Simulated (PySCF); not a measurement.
# COSe: NMR shieldings, spin-spin couplings, relativistic core levels, part 2 of 2

PySCF 2.14.0. Atoms count from 0. The steps go on from the part before.

## Step 9: Spin-spin couplings: PBE/pcJ-1 Se:dyall-v2z, spin-free

Job settings and geometry (Å):

```
{"job": {"kind": "hj", "xc": "PBE", "basis": {"default": "pcJ-1", "Se": "dyall-v2z"}, "rel": "sf", "atoms": [2]}, "charge": 0, "multiplicity": 1}
O     -1.191103     0.818887     0.009117
C     -0.190615     0.244096    -0.001111
Se     1.289118    -0.607137    -0.016038
```

Method: PBE/pcJ-1 Se:dyall-v2z indirect spin-spin coupling, X2C without spin-orbit coupling, Gaussian nuclei, gas phase.

The log of the run:

```text
spin-free SCF
coarse grid: 17696 points
cycle   1  E = -2542.8194256169  dE =  4.026e-01  |g| = 7.100e-01  |ddm| = 2.067e+00
cycle   2  E = -2541.8916748266  dE =  9.278e-01  |g| = 2.233e+00  |ddm| = 1.433e+00
cycle   3  E = -2542.8502096790  dE = -9.585e-01  |g| = 3.821e-01  |ddm| = 1.424e+00
cycle   4  E = -2542.8665448326  dE = -1.634e-02  |g| = 3.237e-01  |ddm| = 6.502e-01
cycle   5  E = -2542.8968261741  dE = -3.028e-02  |g| = 4.359e-02  |ddm| = 2.903e-01
cycle   6  E = -2542.8971580449  dE = -3.319e-04  |g| = 4.822e-03  |ddm| = 3.451e-02
cycle   7  E = -2542.8971606945  dE = -2.650e-06  |g| = 2.362e-03  |ddm| = 4.117e-03
final grid: 35496 points
cycle   8  E = -2542.8973201050  dE =  2.358e-05  |g| = 9.406e-03  |ddm| = 1.122e-02
cycle   9  E = -2542.8969577081  dE =  3.624e-04  |g| = 3.771e-02  |ddm| = 4.090e-02
cycle  10  E = -2542.8973448667  dE = -3.872e-04  |g| = 1.889e-03  |ddm| = 3.128e-02
cycle  11  E = -2542.8973456810  dE = -8.142e-07  |g| = 6.625e-04  |ddm| = 1.666e-03
cycle  12  E = -2542.8973457565  dE = -7.553e-08  |g| = 1.715e-04  |ddm| = 3.556e-04
cycle  13  E = -2542.8973457632  dE = -6.654e-09  |g| = 2.862e-05  |ddm| = 1.411e-04
converged SCF energy = -2542.8973457632
two-component SCF
cycle   1  E = -2542.8973457634  dE = -2.543e+03  |FDS-SDF| = 2.862e-05
cycle   2  E = -2542.8973457633  dE =  1.601e-10  |FDS-SDF| = 4.538e-05
converged, E = -2542.8973457633

Indirect spin-spin couplings
  i        j     bonds      J/Hz   K/1e19 T2/J   anisotropy/Hz
  2  77Se   0  17O    2       -6.03       19.33      -248.1
  2  77Se   1  13C    1     -323.42     -558.82       474.5
```

It took 9.5 s on 1 thread of Arm Neoverse N1, shared host; peak memory 0.43 GiB.

## Step 10: Relativistic core levels: PBE/pcJ-1 Se:dyall-v2z, spin-free

Job settings and geometry (Å):

```
{"job": {"kind": "hxps", "xc": "PBE", "basis": {"default": "pcJ-1", "Se": "dyall-v2z"}, "rel": "sf", "holes": [[2, "3d"]]}, "charge": 0, "multiplicity": 1}
O     -1.191103     0.818887     0.009117
C     -0.190615     0.244096    -0.001111
Se     1.289118    -0.607137    -0.016038
```

With the program's defaults for keys left out, this is: PBE/pcJ-1 Se:dyall-v2z core ionisation, delta-SCF with one localised hole, spin-free X2C, Gaussian nuclei, gas phase.

The log of the run:

```text
spin-free SCF
coarse grid: 17696 points
cycle   1  E = -2542.8194256169  dE =  4.026e-01  |g| = 7.100e-01  |ddm| = 2.067e+00
cycle   2  E = -2541.8916748266  dE =  9.278e-01  |g| = 2.233e+00  |ddm| = 1.433e+00
cycle   3  E = -2542.8502096790  dE = -9.585e-01  |g| = 3.821e-01  |ddm| = 1.424e+00
cycle   4  E = -2542.8665448326  dE = -1.634e-02  |g| = 3.237e-01  |ddm| = 6.502e-01
cycle   5  E = -2542.8968261741  dE = -3.028e-02  |g| = 4.359e-02  |ddm| = 2.903e-01
cycle   6  E = -2542.8971580449  dE = -3.319e-04  |g| = 4.822e-03  |ddm| = 3.451e-02
cycle   7  E = -2542.8971606945  dE = -2.650e-06  |g| = 2.362e-03  |ddm| = 4.117e-03
final grid: 35496 points
cycle   8  E = -2542.8973201050  dE =  2.358e-05  |g| = 9.406e-03  |ddm| = 1.122e-02
cycle   9  E = -2542.8969577081  dE =  3.624e-04  |g| = 3.771e-02  |ddm| = 4.090e-02
cycle  10  E = -2542.8973448667  dE = -3.872e-04  |g| = 1.889e-03  |ddm| = 3.128e-02
cycle  11  E = -2542.8973456810  dE = -8.142e-07  |g| = 6.625e-04  |ddm| = 1.666e-03
cycle  12  E = -2542.8973457565  dE = -7.553e-08  |g| = 1.715e-04  |ddm| = 3.556e-04
cycle  13  E = -2542.8973457632  dE = -6.654e-09  |g| = 2.862e-05  |ddm| = 1.411e-04
converged SCF energy = -2542.8973457632
two-component SCF
cycle   1  E = -2542.8973457634  dE = -2.543e+03  |FDS-SDF| = 2.862e-05
cycle   2  E = -2542.8973457633  dE =  1.601e-10  |FDS-SDF| = 4.538e-05
converged, E = -2542.8973457633

Field gradients (au) and densities at the nuclei (bohr^-3)
atom        Vxx        Vyy        Vzz        centre      nuclear mean
  0 O     -0.0897    -0.0899     0.1796        312.068        312.057
  1 C      0.1758     0.1759    -0.3517        126.569        126.567
  2 Se    -2.5593    -2.5595     5.1188      36632.234      36583.842
without picture change
  2 Se                           5.2806                     58411.272

Core orbital energies (eV)
atom   shell        mean    spread
  2 Se 1s       -12490.128   0.000
  2 Se 2s        -1605.039   0.000
  2 Se 3s         -212.884   0.000
  2 Se 4s          -19.553   0.000
  2 Se 2p1/2     -1411.814   0.000
  2 Se 2p3/2     -1411.728   0.000
  2 Se 3p1/2      -152.654   0.000
  2 Se 3p3/2      -152.333   0.000
  2 Se 3d3/2       -52.838   0.130
  2 Se 3d5/2       -52.606   0.250

hole in 3d5/2 of atom 2
cycle   1  E = -2540.2746054484  dE = -2.540e+03  |FDS-SDF| = 2.092e+00
cycle   2  E = -2539.7287241796  dE =  5.459e-01  |FDS-SDF| = 3.056e+00
cycle   3  E = -2540.3047196160  dE = -5.760e-01  |FDS-SDF| = 1.264e+00
cycle   4  E = -2540.5995537995  dE = -2.948e-01  |FDS-SDF| = 2.491e-01
cycle   5  E = -2540.6103260561  dE = -1.077e-02  |FDS-SDF| = 5.163e-02
cycle   6  E = -2540.6105188080  dE = -1.928e-04  |FDS-SDF| = 3.972e-02
cycle   7  E = -2540.6109212562  dE = -4.024e-04  |FDS-SDF| = 1.038e-02
cycle   8  E = -2540.6109486845  dE = -2.743e-05  |FDS-SDF| = 9.535e-04
cycle   9  E = -2540.6109488812  dE = -1.967e-07  |FDS-SDF| = 1.285e-04
cycle  10  E = -2540.6109488840  dE = -2.858e-09  |FDS-SDF| = 4.794e-05
converged, E = -2540.6109488840

Core binding energies (eV)
atom   line    delta-SCF   -orbital   splitting
  2 Se 3d         62.142      52.70         -
```

Run time: 7.8 s. Hardware: 1 thread of Arm Neoverse N1, shared host; peak memory 0.43 GiB.

## Step 11: Relativistic core levels: PBE/pcJ-1 Se:dyall-v2z, non-relativistic

Job settings and geometry (Å):

```
{"job": {"kind": "hxps", "xc": "PBE", "basis": {"default": "pcJ-1", "Se": "dyall-v2z"}, "rel": "nr", "holes": [[2, "3d"]]}, "charge": 0, "multiplicity": 1}
O     -1.191103     0.818887     0.009117
C     -0.190615     0.244096    -0.001111
Se     1.289118    -0.607137    -0.016038
```

Level: PBE/pcJ-1 Se:dyall-v2z core ionisation, delta-SCF with one localised hole, non-relativistic, Gaussian nuclei, gas phase.

The log of the run:

```text
non-relativistic SCF
coarse grid: 17696 points
cycle   1  E = -2514.3306329813  dE = -1.764e+01  |g| = 2.484e+00  |ddm| = 2.145e+00
cycle   2  E = -2513.2172940885  dE =  1.113e+00  |g| = 2.656e+00  |ddm| = 1.617e+00
cycle   3  E = -2513.4554625198  dE = -2.382e-01  |g| = 2.149e+00  |ddm| = 2.489e+00
cycle   4  E = -2514.2879012589  dE = -8.324e-01  |g| = 7.122e-01  |ddm| = 1.750e+00
cycle   5  E = -2514.2107296897  dE =  7.717e-02  |g| = 9.187e-01  |ddm| = 1.365e+00
cycle   6  E = -2514.4409781374  dE = -2.302e-01  |g| = 8.926e-02  |ddm| = 7.083e-01
cycle   7  E = -2514.4429011223  dE = -1.923e-03  |g| = 3.441e-02  |ddm| = 7.305e-02
cycle   8  E = -2514.4430064996  dE = -1.054e-04  |g| = 1.426e-02  |ddm| = 1.969e-02
cycle   9  E = -2514.4430650035  dE = -5.850e-05  |g| = 2.160e-03  |ddm| = 1.145e-02
cycle  10  E = -2514.4430660498  dE = -1.046e-06  |g| = 6.256e-04  |ddm| = 1.845e-03
final grid: 35496 points
cycle  11  E = -2514.4430706241  dE =  1.131e-06  |g| = 2.346e-03  |ddm| = 2.077e-03
cycle  12  E = -2514.4430532137  dE =  1.741e-05  |g| = 9.026e-03  |ddm| = 8.057e-03
cycle  13  E = -2514.4430718255  dE = -1.861e-05  |g| = 2.988e-04  |ddm| = 6.602e-03
cycle  14  E = -2514.4430718506  dE = -2.509e-08  |g| = 6.029e-05  |ddm| = 2.903e-04
cycle  15  E = -2514.4430718513  dE = -6.603e-10  |g| = 1.340e-05  |ddm| = 4.316e-05
converged SCF energy = -2514.4430718513
two-component SCF
cycle   1  E = -2514.4430718513  dE = -2.514e+03  |FDS-SDF| = 1.340e-05
cycle   2  E = -2514.4430718509  dE =  3.497e-10  |FDS-SDF| = 3.939e-05
converged, E = -2514.4430718509

Field gradients (au) and densities at the nuclei (bohr^-3)
atom        Vxx        Vyy        Vzz        centre      nuclear mean
  0 O     -0.0883    -0.0884     0.1767        309.460        309.447
  1 C      0.1755     0.1757    -0.3512        125.983        125.981
  2 Se    -2.3758    -2.3759     4.7517      26792.498      26772.113

Core orbital energies (eV)
atom   shell        mean    spread
  2 Se 1s       -12300.492   0.000
  2 Se 2s        -1561.289   0.000
  2 Se 3s         -205.725   0.000
  2 Se 4s          -19.284   0.000
  2 Se 2p1/2     -1401.971   0.000
  2 Se 2p3/2     -1401.888   0.000
  2 Se 3p1/2      -151.149   0.000
  2 Se 3p3/2      -150.835   0.000
  2 Se 3d3/2       -54.174   0.124
  2 Se 3d5/2       -53.952   0.240

hole in 3d5/2 of atom 2
cycle   1  E = -2511.7684040851  dE = -2.512e+03  |FDS-SDF| = 2.097e+00
cycle   2  E = -2511.2303344552  dE =  5.381e-01  |FDS-SDF| = 3.031e+00
cycle   3  E = -2511.7914347611  dE = -5.611e-01  |FDS-SDF| = 1.276e+00
cycle   4  E = -2512.0946944134  dE = -3.033e-01  |FDS-SDF| = 2.373e-01
cycle   5  E = -2512.1045491780  dE = -9.855e-03  |FDS-SDF| = 4.461e-02
cycle   6  E = -2512.1046490380  dE = -9.986e-05  |FDS-SDF| = 3.699e-02
cycle   7  E = -2512.1049869427  dE = -3.379e-04  |FDS-SDF| = 1.005e-02
cycle   8  E = -2512.1050130135  dE = -2.607e-05  |FDS-SDF| = 9.092e-04
cycle   9  E = -2512.1050131910  dE = -1.774e-07  |FDS-SDF| = 1.292e-04
cycle  10  E = -2512.1050131938  dE = -2.848e-09  |FDS-SDF| = 5.249e-05
converged, E = -2512.1050131938

Core binding energies (eV)
atom   line    delta-SCF   -orbital   splitting
  2 Se 3d         63.551      54.04         -
```

It took 6.9 s on 1 thread of Arm Neoverse N1, shared host; peak memory 0.43 GiB.

## Step 12: Shieldings side by side

| run | Se2 | C1 | O0 | time |
| --- | --- | --- | --- | --- |
| step 3, PBE/pcJ-1 Se:dyall-v2z, spin–orbit | 2534.2 | 27.9 | 25.4 | 15 s |
| step 6, PBE/pcJ-1 Se:dyall-v2z, non-relativistic | 2273.0 | 15.4 | 26.0 | 4.9 s |
| step 8, PBE/pcJ-1 Se:dyall-v2z, spin-free | 2267.5 | 14.3 | 24.3 | 5.7 s |

## Step 13: Results

This closing draws on all 2 parts.

```
                                                                    quantity                                      value
                                                                 point group                                      Cinfv
                                        rotational constants (main isotopes)                             4.04, 4.04 GHz
energy from spin-orbit coupling (step 3, PBE/pcJ-1 Se:dyall-v2z, spin–orbit)                                 -0.0645 Eh
                     shieldings (step 3, PBE/pcJ-1 Se:dyall-v2z, spin–orbit)           O0 25.4, C1 27.9, Se2 2534.2 ppm
energy from spin-orbit coupling (step 4, PBE/pcJ-1 Se:dyall-v2z, spin–orbit)                                 -0.0645 Eh
       largest reduced coupling (step 4, PBE/pcJ-1 Se:dyall-v2z, spin–orbit)  Se2–C1: J = -313.9 Hz, K = -542·10¹⁹ T²/J
       Se2 3d5/2 binding energy (step 5, PBE/pcJ-1 Se:dyall-v2z, spin–orbit)                     62.6 eV, 3d3/2 63.5 eV
energy from spin-orbit coupling (step 5, PBE/pcJ-1 Se:dyall-v2z, spin–orbit)                                 -0.0645 Eh
               shieldings (step 6, PBE/pcJ-1 Se:dyall-v2z, non-relativistic)           O0 26.0, C1 15.4, Se2 2273.0 ppm
 largest reduced coupling (step 7, PBE/pcJ-1 Se:dyall-v2z, non-relativistic)  Se2–C1: J = -266.8 Hz, K = -461·10¹⁹ T²/J
                      shieldings (step 8, PBE/pcJ-1 Se:dyall-v2z, spin-free)           O0 24.3, C1 14.3, Se2 2267.5 ppm
        largest reduced coupling (step 9, PBE/pcJ-1 Se:dyall-v2z, spin-free)  Se2–C1: J = -323.4 Hz, K = -559·10¹⁹ T²/J
          Se2 3d binding energy (step 10, PBE/pcJ-1 Se:dyall-v2z, spin-free)                                    62.1 eV
   Se2 3d binding energy (step 11, PBE/pcJ-1 Se:dyall-v2z, non-relativistic)                                    63.6 eV
```

What this shows: Over 3 steps the energy fell by 0.136 eV; of the close pairs, C1–Se2 changed most, 1.654 to 1.707 Å. No frequency check was run at this level, so the end point may be a saddle. In step 3, Se2 has the widest tensor, 1097 ppm. Se2 moves most between the runs, by 267 ppm; the labels say what changes from run to run.
